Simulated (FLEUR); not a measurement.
Runs of FLEUR MaX-R8.1 (later development tree) on NaLaMnMoO6. Symmetry: I-4, No. 82, tetragonal system. The conventional cell has a = 5.446 Å, b = 5.446 Å, c = 7.798 Å, α = 90.00°, β = 90.00°, γ = 90.00°. Na (site symmetry -4) has 8 O at 2.51 to 2.72 Å as nearest neighbours. Around La (site symmetry -4) lie 8 O at 2.51 to 2.72 Å. Mn (site symmetry -4) has 6 O at 1.93 to 1.94 Å as nearest neighbours. Mo (site symmetry -4) has 6 O at 1.96 to 1.97 Å as nearest neighbours. Around O (site symmetry 1) lie 1 Mn at 1.94 Å and 1 Mo at 1.97 Å. Around O (site symmetry 2) lie 1 Mn at 1.93 Å and 1 Mo at 1.96 Å. The cell was built by a generator and needn't be a form met in nature.

```tsv
task	level	k mesh	density convergence	mesh quality	gap on the mesh (eV)	moment (μB)
single point	LDA	4 × 4 × 4	0.0001 me/bohr^3	coarse	none	1.62
band structure	PBE	4 × 4 × 4	0.0001 me/bohr^3	coarse	-	1.52
single point	PBE	7 × 7 × 7	1e-05 me/bohr^3	not flagged	none	1.97
single point	PBEsol	4 × 4 × 4	0.0001 me/bohr^3	coarse	none	(a)
```

Alike in all rows: potentials or basis all-electron, FLAPW; spin collinear, ferromagnetic start; cell as given; smearing fermi-dirac 0.05 eV; kmax 5.1 1/bohr.

Task: Estimate the missing entries.

Result: (a) 1.64.

Caveats: some runs use coarse meshes; a cell with one magnetic atom can't hold antiferromagnetic order, which such compounds often take; semilocal functionals often make such compounds metallic where correlation or magnetic order opens a gap, which also shifts bond lengths.

A k mesh can miss the band edges, and the runs leave out spin-orbit coupling on La, Mo.

A gap of «none» marks a metal or a gap under the smearing width.

Not every run made on this cell is shown here.
